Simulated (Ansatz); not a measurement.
**CH₃BBr₂O: how energies converge with the basis set**

An exercise on one series of results from a longer session: the logs are not shown, and one member is left open.

Program: Ansatz 0.2.0, Gaussian basis. Level of theory: one geometry, several basis sets. These are calculated values, not measurements.

Levels to be run: PBE0-D4/def2-SVP; ωB97M-V/def2-SVP; PBE0-D4/def2-QZVPP; ωB97M-V/def2-QZVPP; the functionals' def2-TZVPP values are taken from earlier runs.

## The relaxed structure

An earlier PBE0-D4 in a triple-zeta def2 set relaxation fixed the geometry.

SMILES `COB(Br)Br`, 8 atoms, charge 0, spin multiplicity 1.

Atoms are counted from 1 here; the program's logs count them from 0.

Bond lengths: C1–O2 1.418 Å, C1–H6 1.090 Å, C1–H7 1.090 Å, C1–H8 1.091 Å, O2–B3 1.326 Å, B3–Br4 1.915 Å, B3–Br5 1.928 Å. Angles: O2–C1–H6 108.0°, O2–C1–H7 108.2°, O2–C1–H8 111.5°, H6–C1–H7 109.3°, H6–C1–H8 110.0°, H7–C1–H8 109.9°, C1–O2–B3 127.2°, O2–B3–Br4 117.8°, O2–B3–Br5 123.5°, Br4–B3–Br5 118.7°.

The first run:

in.yaml

```yaml
crystal:
  periodic: [false, false, false]
  atoms:
    - {symbol: C, position_ang: [-0.944860, -0.532536, -0.461608]}
    - {symbol: O, position_ang: [0.184347, -0.547574, 0.395157]}
    - {symbol: B, position_ang: [1.069391, 0.423711, 0.571202]}
    - {symbol: Br, position_ang: [2.500305, 0.116416, 1.806786]}
    - {symbol: Br, position_ang: [0.987663, 2.116040, -0.347964]}
    - {symbol: H, position_ang: [-0.866211, -1.384875, -1.136664]}
    - {symbol: H, position_ang: [-1.839081, -0.641507, 0.152727]}
    - {symbol: H, position_ang: [-0.999454, 0.393225, -1.035435]}
basis:
  gaussian: {orbitals: def2-SVP}
hamiltonian: {xc: pbe0, dispersion: d4}
output: {orbitals: {seedname: orbitals}}
```

Run with:

```bash
$ ansatz run in.yaml --threads 2 --pin off --events-out ev --progress --plain --max-ram 32768MiB --backend cpu
```

Among the steps run: PBE0-D4 in def2-SVP; ωB97M-V in def2-SVP; PBE0-D4 in def2-QZVPP; ωB97M-V in def2-QZVPP.

One table of the session follows, with a row left open; its other results are not shown here.

It belongs to the step «Functionals by basis». 

```
functional       basis  HOMO (eV)
   PBE0-D4    def2-SVP      -8.00
   PBE0-D4  def2-TZVPP      -8.15
   PBE0-D4  def2-QZVPP      -8.16
   ωB97M-V    def2-SVP     -10.17
   ωB97M-V  def2-TZVPP          ?
   ωB97M-V  def2-QZVPP     -10.36
```

Estimate the missing values for ωB97M-V, def2-TZVPP.

The run gave: HOMO (eV): -10.34. In the column «HOMO (eV)» it lies between ωB97M-V, def2-QZVPP (-10.36) and ωB97M-V, def2-SVP (-10.17).
